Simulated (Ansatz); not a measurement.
# SrMg3: the cost of one run

Program: Ansatz 0.2.0. Level of theory: DFT PBEsol, scalar-relativistic, plane waves, PAW. These are calculated values, not measurements.

**1. Starting point**

Symmetry: P-6m2, No. 187, hexagonal system. The conventional cell has a = 3.569 Å, b = 3.569 Å, c = 10.942 Å, α = 90.00°, β = 90.00°, γ = 120.00°. Around Sr (site symmetry -6m2) lie 6 Sr at 3.57 Å and 6 Mg at 3.62 Å. Mg (site symmetry -6m2) has 12 Mg at 3.24 to 3.57 Å as nearest neighbours. Mg (site symmetry 3m) is surrounded by 9 Mg at 3.24 to 3.57 Å and 3 Sr at 3.62 Å.

As a file:

```
CELL_PARAMETERS angstrom
3.56868 0.00000 0.00000
-1.78434 3.09057 0.00000
0.00000 0.00000 10.94239
ATOMIC_POSITIONS crystal
Sr 0.66667 0.33333 0.50000
Mg 0.66667 0.33333 0.00000
Mg 0.00000 0.00000 0.22818
Mg 0.00000 0.00000 0.77182
```

The structure comes from the Materials Project (structure only).

**2. A change within the space group**

What differs from the listed cell: strain xx, yy, zz, yz, xz, xy = +1.1, +1.1, -4.9, +0.0, +0.0, +0.0 %; atoms moved by 0.25 Å root mean square, at most 0.35 Å.

Contents of input.yaml:

```yaml
crystal:
  lattice:
    - [3.6083298205, 0.0, 0.0]
    - [-1.8041649103, 3.1249052898, 0.0]
    - [0.0, 0.0, 10.4074194062]
  atoms:
    - { symbol: Sr, position: [0.66666667, 0.33333333, 0.5] }
    - { symbol: Mg, position: [0.66666667, 0.33333333, 0.0] }
    - { symbol: Mg, position: [0.0, 0.0, 0.195869573] }
    - { symbol: Mg, position: [0.0, 0.0, 0.804130427] }
basis:
  ecutwfc: 420
kpoints:
  mp_grid: { grid: [15, 15, 4] }
hamiltonian:
  xc: pbesol
scf:
  occupations: { method: gaussian, width: 0.1 }
output:
  forces: true
  stress: true
  eigenvalues: true
```

Command:

```console
$ ansatz run input.yaml --threads 1 --pin off --max-ram 1331MiB --backend cpu --events-out ev --progress --plain --runs-dir out
```

What time and memory should one allow on 1 thread of an x86-64 CPU, shared host?

About 6.7 s, with a peak of 0.48 GiB.
